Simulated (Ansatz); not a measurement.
ClFGeH₅NSi, SMILES [NH2][GeH]([F])[SiH2]Cl, a ladder of methods at one geometry

Program: Ansatz 0.2.0 through its Python package.

Notebook, run cell by cell (the value of a cell's last expression is shown):

**Cell 1**
```python
from pathlib import Path
import warnings

import ansatz as az
import numpy as np

warnings.simplefilter("ignore", az.DeckWarning)
```

**Cell 2**
```python
geometry_ang = [
    ("N", [-0.3733, 0.0744, 1.8469]),
    ("Ge", [0.6607, -0.3757, 0.4014]),
    ("F", [2.0482, 0.6654, 0.344]),
    ("Si", [-0.4458, -0.1292, -1.5739]),
    ("Cl", [-1.1346, 1.8429, -1.7936]),
    ("H", [0.1712, 0.0827, 2.6917]),
    ("H", [-0.6362, 1.1283, 1.7006]),
    ("H", [1.145, -1.8317, 0.5636]),
    ("H", [-1.6946, -1.0012, -1.4969]),
    ("H", [0.3424, -0.5072, -2.681]),
]
system = az.Crystal.molecule()
for symbol, xyz in geometry_ang:
    system = system.atom(symbol, xyz)
```

**Cell 3**
```python
base = system.calculation().basis(gaussian="def2-SVP")
```

**Cell 4**
```python
print("functional    E (Ha)        dipole (D)   HOMO (eV)  LUMO (eV)")
for name in ["revpbe", "cam_b3lyp", "pbe", "pbe0"]:
    r = base.functional(name).forces().orbitals().run(threads=1, runs_dir="runs").report
    lines = Path(r["orbitals_path"]).read_text().splitlines()
    field_of = lambda key: [line.split("=")[1].strip() for line in lines if line.startswith(key)]
    orbitals = [(27.211386 * float(e), s, float(n)) for e, s, n in zip(field_of("Ene="), field_of("Spin="), field_of("Occup="))]
    homo = max(e for e, _, n in orbitals if n > 0.5)
    lumo = min(e for e, _, n in orbitals if n < 0.5)
    dipole = 4.803205 * np.linalg.norm(r["charge_distribution"]["dipole_moment_e_ang"])
    print(f"{name:10s} {r['free_energy_ev'] / 27.211386246:14.6f} {dipole:9.3f} {homo:11.3f} {lumo:10.3f}")
```
Output:
```text
functional    E (Ha)        dipole (D)   HOMO (eV)  LUMO (eV)
revpbe       -2983.402179     1.215      -6.521     -1.471
cam_b3lyp    -2983.849792     1.343      -9.488      0.424
pbe          -2982.941892     1.210      -6.564     -1.564
pbe0         -2983.071273     1.387      -8.152     -0.760
```

The settings weren't tested for convergence. The geometry is a force-field or estimated start, not a minimum of this method, and the basis set is short of its limit. A lower total doesn't mark the better method: functionals have no common bound, and MP2 and coupled cluster aren't variational. Levels such as HOMO and LUMO are orbital energies: with these approximate functionals they aren't the ionisation energy and electron affinity, and their gap isn't the fundamental gap. Run time: 26 s on 1 thread of AMD EPYC 7R43 64-Core Processor (Zen 3), on a shared host, peak memory 0.43 GiB.

(Lines on the test bed's own set-up are left out of the output.)
